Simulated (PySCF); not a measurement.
# CH3F3Ge (trifluoromethylgermane): the cost of one run

Computed with PySCF 2.14.0, with density-fitted response routines of our own, on a single molecule in the gas phase. Atoms count from 0, in the outputs and in this text.

## (1) Starting geometry

8 atoms, charge 0, multiplicity 1; geometry from: PBE0-D3(BJ)/def2-SVP.

Bonds of the start (Å): F0–C1 1.34, C1–F2 1.34, C1–F3 1.34, C1–Ge4 2.00, Ge4–H5 1.53, Ge4–H6 1.53, Ge4–H7 1.53.

## (2) Nuclear shieldings: HF/pcSseg-2

What the job is given:

```
{"job": {"kind": "nmr", "xc": "HF", "basis": "pcSseg-2", "pop": false}, "charge": 0, "multiplicity": 1}
F      1.454597    -0.198543    -1.276610
C      0.987133    -0.116751    -0.023688
F      1.607010     0.912999     0.565850
F      1.365043    -1.230663     0.617741
Ge    -0.994479     0.112272     0.007619
H     -1.324868     1.367395    -0.807806
H     -1.618008    -1.140569    -0.617398
H     -1.413588     0.272466     1.473402
```

With the program's defaults for keys left out, this is: GIAO HF/pcSseg-2 NMR shielding, non-relativistic, gas phase.

Command:

```
OMP_NUM_THREADS=1 python probes_run.py task.json out
```

The driver reads the jobs from task.json and runs them one after another.

Q: Estimate the wall time and peak memory of this first job on 1 thread of Arm Neoverse V2, shared host.

About 15 s, with a peak of 1 GiB.
